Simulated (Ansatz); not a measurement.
# triplet GaSiH4F at 6 levels

We compute a comparison of 6 runs (UHF/STO-3G, U-wB97X/def2-SVP, UB3LYP/def2-SVP, UPBE/def2-SVP, UPBE0/def2-SVP, RPA@PBE0/def2-SVP) of triplet GaSiH4F. 

The results are computed with Ansatz 0.2.0.

64 further runs of the same task are left out: 64 set aside as unsound or not needed.

## Step 1: The system as given

GaSiH4F: 7 atoms, total charge 0, spin state triplet. SMILES of the parent species: `[F][GaH][SiH3]`. The coordinates come from a PBE0-D4/def2-TZVP relaxation. That shape belongs to the parent species and isn't relaxed for this state.

Bond lengths: F1–Ga2 1.766 Å, Ga2–Si3 2.406 Å, Ga2–H4 1.565 Å, Si3–H5 1.487 Å, Si3–H6 1.487 Å, Si3–H7 1.487 Å. Angles: F1–Ga2–Si3 112.7°, F1–Ga2–H4 112.3°, Si3–Ga2–H4 135.0°, Ga2–Si3–H5 109.4°, Ga2–Si3–H6 111.2°, Ga2–Si3–H7 109.6°, H5–Si3–H6 108.8°, H5–Si3–H7 108.9°, H6–Si3–H7 108.9°.

## Step 2: The energy at UHF/STO-3G (run 1)

File job.yaml:

```yaml
crystal:
  periodic: [false, false, false]
  atoms:
    - {symbol: F, position_ang: [0.231600, -2.152100, 1.342200]}
    - {symbol: Ga, position_ang: [0.019100, -0.400000, 1.279300]}
    - {symbol: Si, position_ang: [-0.029700, 0.450800, -0.970800]}
    - {symbol: H, position_ang: [-0.096900, 0.235400, 2.704700]}
    - {symbol: H, position_ang: [-1.196100, -0.125700, -1.691600]}
    - {symbol: H, position_ang: [-0.144400, 1.933400, -0.983000]}
    - {symbol: H, position_ang: [1.216400, 0.058100, -1.680800]}
basis:
  gaussian: {orbitals: STO-3G}
magnetization: {spin_polarized: true, initial_magnetization: 2}
hamiltonian: {xc: hf}
accuracy: high
output: {orbitals: {seedname: orbitals}}
```

Command:

```sh
$ ansatz run job.yaml --threads 1 --pin off --max-ram 3480MiB --events-out events.jsonl --progress --plain --runs-dir runs
```

Log:

```text
Warning: RAYON_NUM_THREADS=1 ignored (pool sized by the plan → 1); use --threads N
Functional definition: HF
  name "HF"
  exchange = exact_x
  correlation = 0
596 factors; integrals over basis functions are off by at most 1.4e-8 eV
mean field evaluation 1: about -62225.4418 eV, gradient 2.2e1 eV
mean field evaluation 2: about -62225.4995 eV, gradient 2.2e1 eV
mean field evaluation 4: about -62230.4174 eV, gradient 3.6e0 eV
mean field evaluation 8: about -62230.7236 eV, gradient 1.3e-1 eV
mean field evaluation 16: about -62230.7191 eV, gradient 1.7e-2 eV
mean field evaluation 32: about -62230.7936 eV, gradient 3.1e-5 eV
mean field evaluation 64: about -62230.7909 eV, gradient 2.8e-2 eV
mean field evaluation 96: about -62230.7862 eV, gradient 2.1e-2 eV
mean field evaluation 128: about -62230.7206 eV, gradient 1.0e-1 eV
mean field evaluation 160: about -62230.7580 eV, gradient 1.2e-1 eV
mean field evaluation 192: about -62230.7198 eV, gradient 2.4e-2 eV
mean field -62230.79355993 eV, -2286.9394817804 hartree, gradient 1.8e-8 eV, S^2 2.022379; 2 other end points of the search recorded, 0 dependent functions left out
reference -62230.79355993 eV, -2286.9394817804 hartree; 30, 28 occupied and 6, 8 virtual orbitals, 596 factors
Total energy: -62230.79355993 eV, -2286.9394817804 hartree
```

Run time: 2.5 s. Hardware: 1 thread of Arm Neoverse V1, shared host; peak memory 0.1 GiB.

## Step 3: The energy at U-wB97X/def2-SVP (run 2)

File run.yaml:

```yaml
crystal:
  periodic: [false, false, false]
  atoms:
    - {symbol: F, position_ang: [0.231600, -2.152100, 1.342200]}
    - {symbol: Ga, position_ang: [0.019100, -0.400000, 1.279300]}
    - {symbol: Si, position_ang: [-0.029700, 0.450800, -0.970800]}
    - {symbol: H, position_ang: [-0.096900, 0.235400, 2.704700]}
    - {symbol: H, position_ang: [-1.196100, -0.125700, -1.691600]}
    - {symbol: H, position_ang: [-0.144400, 1.933400, -0.983000]}
    - {symbol: H, position_ang: [1.216400, 0.058100, -1.680800]}
basis:
  gaussian:
    orbitals: def2-SVP
magnetization:
  spin_polarized: true
  initial_magnetization: 2
hamiltonian:
  xc: {name: wB97X}
accuracy: high
output: {orbitals: {seedname: orbitals}}
```

Command:

```sh
$ ansatz run run.yaml --threads 1 --pin off --max-ram 3480MiB --events-out events.jsonl --progress --plain --runs-dir runs
```

Log (excerpt; [...] marks lines left out):

```text
Warning: RAYON_NUM_THREADS=1 ignored (pool sized by the plan → 1); use --threads N
Functional definition: wB97X
  name "wB97X"
[...]
      + exact_x_lr(omega)
[...]
      + integral(e_c_pw_opposite_spin*poly(b97_u_opposite, 1, cos1, cos2, cos3, cos4))
1714 factors; integrals over basis functions are off by at most 6.6e-9 eV
366 factors; integrals over basis functions are off by at most 2.2e-9 eV
[...]
mean field -63023.12446881 eV, -2316.0571056208 hartree, gradient 8.3e-8 eV, S^2 2.007681; 0 other end points of the search recorded, 0 dependent functions left out
reference -63023.12446628 eV, -2316.0571055276 hartree; 30, 28 occupied and 54, 56 virtual orbitals, 1714 factors
Total energy: -63023.12446628 eV, -2316.0571055276 hartree
```

Wall time 66 s (1 thread of Arm Neoverse V1, shared host); peak memory 0.84 GiB.

## Step 4: A single-point energy at UB3LYP/def2-SVP (run 3)

File in.yaml:

```yaml
crystal:
  periodic: [false, false, false]
  atoms:
    - {symbol: F, position_ang: [0.231600, -2.152100, 1.342200]}
    - {symbol: Ga, position_ang: [0.019100, -0.400000, 1.279300]}
    - {symbol: Si, position_ang: [-0.029700, 0.450800, -0.970800]}
    - {symbol: H, position_ang: [-0.096900, 0.235400, 2.704700]}
    - {symbol: H, position_ang: [-1.196100, -0.125700, -1.691600]}
    - {symbol: H, position_ang: [-0.144400, 1.933400, -0.983000]}
    - {symbol: H, position_ang: [1.216400, 0.058100, -1.680800]}
basis:
  gaussian:
    orbitals: def2-SVP
hamiltonian:
  xc: {name: B3LYP}
magnetization:
  spin_polarized: true
  initial_magnetization: 2
output:
  orbitals: {seedname: orbitals}
accuracy: high
```

Command:

```sh
$ ansatz run in.yaml --threads 1 --pin off --max-ram 3480MiB --events-out events.jsonl --progress --plain --runs-dir runs
```

Log:

```text
Warning: RAYON_NUM_THREADS=1 ignored (pool sized by the plan → 1); use --threads N
Functional definition: B3LYP
  name "B3LYP"
  parameter a0 = 0.2
  parameter ax = 0.72
  parameter ac = 0.81
  exchange = (1 - a0 - ax)*slater_x + ax*b88_x + a0*exact_x
  correlation = (1 - ac)*vwn_rpa_c + ac*lyp_c
1714 factors; integrals over basis functions are off by at most 6.6e-9 eV
mean field evaluation 1: about -63022.0571 eV, gradient 2.9e1 eV
mean field evaluation 2: about -62994.9894 eV, gradient 8.8e1 eV
mean field evaluation 4: about -63024.7892 eV, gradient 4.4e0 eV
mean field evaluation 8: about -63024.9058 eV, gradient 1.5e-1 eV
mean field evaluation 16: about -63024.9060 eV, gradient 3.3e-4 eV
mean field -63024.90601234 eV, -2316.1225761377 hartree, gradient 1.9e-8 eV, S^2 2.004298; 0 other end points of the search recorded, 0 dependent functions left out
reference -63024.90605372 eV, -2316.1225776586 hartree; 30, 28 occupied and 54, 56 virtual orbitals, 1714 factors
Total energy: -63024.90605372 eV, -2316.1225776586 hartree
```

Wall time 15 s (1 thread of Arm Neoverse V1, shared host); peak memory 0.41 GiB.

Runs 4 to 5 aren't shown in full; the table further down has their settings and results.

## Step 5: The energy at RPA@PBE0/def2-SVP (run 6)

File run.yaml:

```yaml
crystal:
  periodic: [false, false, false]
  atoms:
    - symbol: F
      position_ang: [0.231600, -2.152100, 1.342200]
    - symbol: Ga
      position_ang: [0.019100, -0.400000, 1.279300]
    - symbol: Si
      position_ang: [-0.029700, 0.450800, -0.970800]
    - symbol: H
      position_ang: [-0.096900, 0.235400, 2.704700]
    - symbol: H
      position_ang: [-1.196100, -0.125700, -1.691600]
    - symbol: H
      position_ang: [-0.144400, 1.933400, -0.983000]
    - symbol: H
      position_ang: [1.216400, 0.058100, -1.680800]
basis:
  gaussian:
    orbitals: def2-SVP
total_charge: 0
hamiltonian:
  xc: {name: PBE0}
correlation:
  method: rpa
  frozen_orbitals: {F: 1, Ga: 9, H: 0, Si: 5}
magnetization:
  spin_polarized: true
  initial_magnetization: 2
accuracy: high
```

Command:

```sh
$ ansatz run run.yaml --threads 1 --pin off --max-ram 3480MiB --events-out events.jsonl --progress --plain --runs-dir runs
```

Log (excerpt; [...] marks lines left out):

```text
Warning: RAYON_NUM_THREADS=1 ignored (pool sized by the plan → 1); use --threads N
Functional definition: PBE0
  name "PBE0"
[...]
1714 factors; integrals over basis functions are off by at most 6.6e-9 eV
[...]
mean field -63010.00934003 eV, -2315.5751335280 hartree, gradient 3.5e-8 eV, S^2 2.004382; 0 other end points of the search recorded, 0 dependent functions left out
15 core orbitals not correlated: weight in the atoms' cores, before any rotation towards them, 1.000 or more for the frozen orbitals, at most 0.000 for the correlated occupied ones
reference -62949.90976796 eV, -2313.3665149910 hartree; 15, 13 occupied and 54, 56 virtual orbitals, 1714 factors
Total energy: -62969.83789896 eV, -2314.0988602978 hartree
```

It took 20 s on 1 thread of Arm Neoverse V1, shared host; peak memory 0.54 GiB.

## Step 6: Overview of the runs

| run | level | frozen core orbitals | energy (Eh) | HOMO energy (eV) | ⟨S²⟩ | wall time |
| --- | --- | --- | --- | --- | --- | --- |
| 1 | UHF/STO-3G | – | -2286.939482 | -5.83 | 2.022 | 2.5 s |
| 2 | U-wB97X/def2-SVP | – | -2316.057106 | -5.79 | 2.008 | 66 s |
| 3 | UB3LYP/def2-SVP | – | -2316.122578 | -3.72 | 2.004 | 15 s |
| 4 | UPBE/def2-SVP | – | -2315.511194 | -3.13 | 2.002 | 11 s |
| 5 | UPBE0/def2-SVP | – | -2315.575134 | -4.03 | 2.004 | 15 s |
| 6 | RPA@PBE0/def2-SVP | 15 | -2314.098860 | – | 2.004 | 20 s |

## Step 7: Outcome

| quantity | value |
| --- | --- |
| run 6: total energy | -2314.09886 Eh |
| run 6: RPA correlation energy (valence) | -732.3 mEh |
| run 6: ⟨S²⟩ of the reference determinant | 2.004 |

**Reading.** Totals of different functionals can't be ranked against each other. In run 1 the basis is minimal, so the values are rough. All runs together took 2.2 min, the longest 66 s.
